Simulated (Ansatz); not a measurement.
Runs of Ansatz 0.2.0 on LiBe. The structure is monoclinic, space group P2_1/m (No. 11). The conventional cell has a = 2.296 Å, b = 3.613 Å, c = 5.528 Å, α = 90.00°, β = 94.17°, γ = 90.00°. Be (site symmetry m) is surrounded by 6 Be at 2.28 to 2.32 Å and 3 Li at 2.33 to 2.56 Å. Around Li (site symmetry m) lie 2 Li at 2.30 Å and 3 Be at 2.33 to 2.56 Å. The cell comes from a database or a generator and needn't be the stable form of this composition.

```tsv
potentials or basis	cutoff (eV)	gap on the mesh (eV)	pressure (GPa)	largest force (eV/Å)
Ansatz PAW earlier set	1007	none	-0.2	0.02
PseudoDojo stringent (PBE files)	1442	none	0.0	0.03
Ansatz NC	1800	none	(a)	0.03
Ansatz PAW earlier set	960	none	-0.2	0.02
Ansatz PAW	420	none	-0.2	0.02
```

Alike in all rows: task single point; level PBE; no spin polarisation; cell as given; k mesh 11 × 7 × 5; smearing fermi-dirac 0.05 eV.

Estimate the missing entries.

(a) -0.1.

A k mesh can miss the band edges.

A gap of «none» marks a metal or a gap under the smearing width.

Not every run made on this cell is shown here.
